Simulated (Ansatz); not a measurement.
# ZnS: how the settings move a calculation

Aim: see which settings change the result for ZnS, by how much, and at what cost.

The COD entry's cell or inner coordinates are ideal or old and differ from later refinements, so a difference from it is no clean test against experiment.

Method: reference: DFT, PBE, plane-wave PAW, default files, scalar-relativistic, in Ansatz 0.2.0.

1 further run of the same task is left out (it didn't finish).

## 1. Starting point

Symmetry: F-43m, No. 216, cubic system. Conventional cell: a = 5.404 Å, b = 5.404 Å, c = 5.404 Å, α = 90.00°, β = 90.00°, γ = 90.00°. Zn (site symmetry -43m) is surrounded by 4 S at 2.34 Å. S (site symmetry -43m) has 4 Zn at 2.34 Å as nearest neighbours.

Structure file:

```cif
data_structure
_symmetry_space_group_name_H-M 'F-43m'
_symmetry_Int_Tables_number 216
_cell_length_a 5.4040
_cell_length_b 5.4040
_cell_length_c 5.4040
_cell_angle_alpha 90.000
_cell_angle_beta 90.000
_cell_angle_gamma 90.000
_cell_volume 157.81
loop_
_atom_site_label
_atom_site_type_symbol
_atom_site_symmetry_multiplicity
_atom_site_Wyckoff_symbol
_atom_site_fract_x
_atom_site_fract_y
_atom_site_fract_z
_atom_site_occupancy
Zn1 Zn 4 d 0.25000 0.25000 0.75000 1
S1 S 4 a 0.00000 0.00000 0.00000 1
```

## 2. The reference run

Input file input.yaml:

```yaml
crystal:
  lattice:
    - [0.0, 2.702, 2.702]
    - [2.702, 0.0, 2.702]
    - [2.702, 2.702, 0.0]
  atoms:
    - { symbol: Zn, position: [0.25, 0.25, 0.25] }
    - { symbol: S, position: [0.0, 0.0, 0.0] }
kpoints:
  mp_grid: { grid: [9, 9, 9] }
scf:
  occupations: { method: fermi_dirac, width: 0.02 }
hamiltonian:
  xc: pbe
  pseudopotentials: { kind: paw }
output:
  forces: true
  stress: true
  populations: true
  efg:
    quadrupole_moments_barn: { Zn: 0.122, S: -0.0694 }
    contact_densities: true
relax:
  f_tol: 0.02
  max_steps: 60
```

Launch:

```sh
$ ansatz run input.yaml --threads 1 --pin off --max-ram 2560MiB --backend cpu --events-out ev --progress --plain --runs-dir out
```

## 3. Changed: occupations.method tetrahedron_uncorrected, ecutrho_ratio 9, width left out

input.yaml: that of step 2 with these lines changed.

```diff
@@ -11,3 +11,3 @@
 scf:
-  occupations: { method: fermi_dirac, width: 0.02 }
+  occupations: { method: tetrahedron_uncorrected }
 hamiltonian:
@@ -22,4 +22,7 @@
     contact_densities: true
-relax:
-  f_tol: 0.02
-  max_steps: 60
+  write_density: true
+  write_potential: true
+  elf: true
+  volumetric_format: npy
+basis:
+  ecutrho_ratio: 9
```

Before running it: what results should come out? Wanted: for each run, ending; energy change; pressure; gap; force.

As calculated:

```tsv
run	ending	energy change	pressure (GPa)	gap (eV)	force (eV/Å)	cycles	time
reference	converged	0	1.6	2.11	0.00	6	3.3 s
1: occupations.method tetrahedron_uncorrected, ecutrho_ratio 9, width left out	converged	0.0 meV/atom (σ→0)	1.6	2.11	0.00	6	3.1 s
```

Times don't compare one to one where runs were asked for different outputs or read a saved state (see the inputs); cycles may leave out searches for a lower state.

Changing the smearing and numerical grids leaves the energy as it was (0.0 meV/atom). Symmetry fixes the atoms and the cell is held, so no setting can move this relaxation. 

These are semilocal Kohn-Sham gaps, which aren't the measured quantity. Such gaps usually fall short of the measured ones.
